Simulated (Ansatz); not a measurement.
# CaMn2Bi2: the cost of one run

Computed with Ansatz 0.2.0 (DFT PBE, scalar-relativistic, plane waves, PAW, unless a step's input says otherwise).

## 1. The structure to begin with

The structure is trigonal, space group P-3m1 (No. 164). Conventional cell: a = 4.604 Å, b = 4.604 Å, c = 7.772 Å, α = 90.00°, β = 90.00°, γ = 120.00°. Ca (site symmetry -3m) has 6 Bi at 3.29 Å in its first shell of neighbours. Around Mn (site symmetry 3m) lie 4 Bi at 2.85 to 2.87 Å and 3 Mn at 3.23 Å. Around Bi (site symmetry 3m) lie 4 Mn at 2.85 to 2.87 Å and 3 Ca at 3.29 Å.

Coordinates:

```cif
data_structure
_symmetry_space_group_name_H-M 'P 1'
_symmetry_Int_Tables_number 1
_cell_length_a 4.6042
_cell_length_b 4.6042
_cell_length_c 7.7722
_cell_angle_alpha 90.000
_cell_angle_beta 90.000
_cell_angle_gamma 120.000
_cell_volume 142.69
loop_
_atom_site_label
_atom_site_type_symbol
_atom_site_fract_x
_atom_site_fract_y
_atom_site_fract_z
_atom_site_occupancy
Ca1 Ca 0.00000 0.00000 0.00000 1
Mn1 Mn 0.66667 0.33333 0.61846 1
Mn2 Mn 0.33333 0.66667 0.38154 1
Bi1 Bi 0.66667 0.33333 0.24938 1
Bi2 Bi 0.33333 0.66667 0.75062 1
```

An earlier run at PBE left this cell at 28.538 Å³/atom and 0.00 GPa (10×10×6 mesh).

## 2. Antiferromagnetic, in the cell as typed

Contents of input.yaml:

```yaml
crystal:
  lattice:
    - [4.6042488433, 0.0, 0.0]
    - [-2.3021244217, 3.9873964636, 0.0]
    - [0.0, 0.0, 7.7721564889]
  atoms:
    - { symbol: Ca, position: [0.0, 0.0, 0.0] }
    - { symbol: Mn, position: [0.6666666667, 0.3333333333, 0.6184602734], spin: 3.5 }
    - { symbol: Mn, position: [0.3333333333, 0.6666666667, 0.3815397266], spin: -3.5 }
    - { symbol: Bi, position: [0.6666666667, 0.3333333333, 0.2493781944] }
    - { symbol: Bi, position: [0.3333333333, 0.6666666667, 0.7506218056] }
basis:
  ecutwfc: 420
  ecutrho_ratio: 4
kpoints:
  mp_grid: { grid: [10, 10, 6] }
hamiltonian:
  xc: pbe
scf:
  occupations: { method: gaussian, width: 0.05 }
  lower_state_search: "off"
output:
  forces: true
  stress: true
  eigenvalues: true
  populations: true
magnetization:
  spin_polarized: true
```

Run with:

```
$ ansatz run input.yaml --threads 4 --pin off --max-ram 10240MiB --backend cpu --events-out ev --progress --plain --runs-dir out
```

Q: Estimate wall time and peak memory on 4 threads of Intel Xeon at 2.50GHz (Skylake/Cascade Lake), shared host.

About 86 s, with a peak of 0.99 GiB.
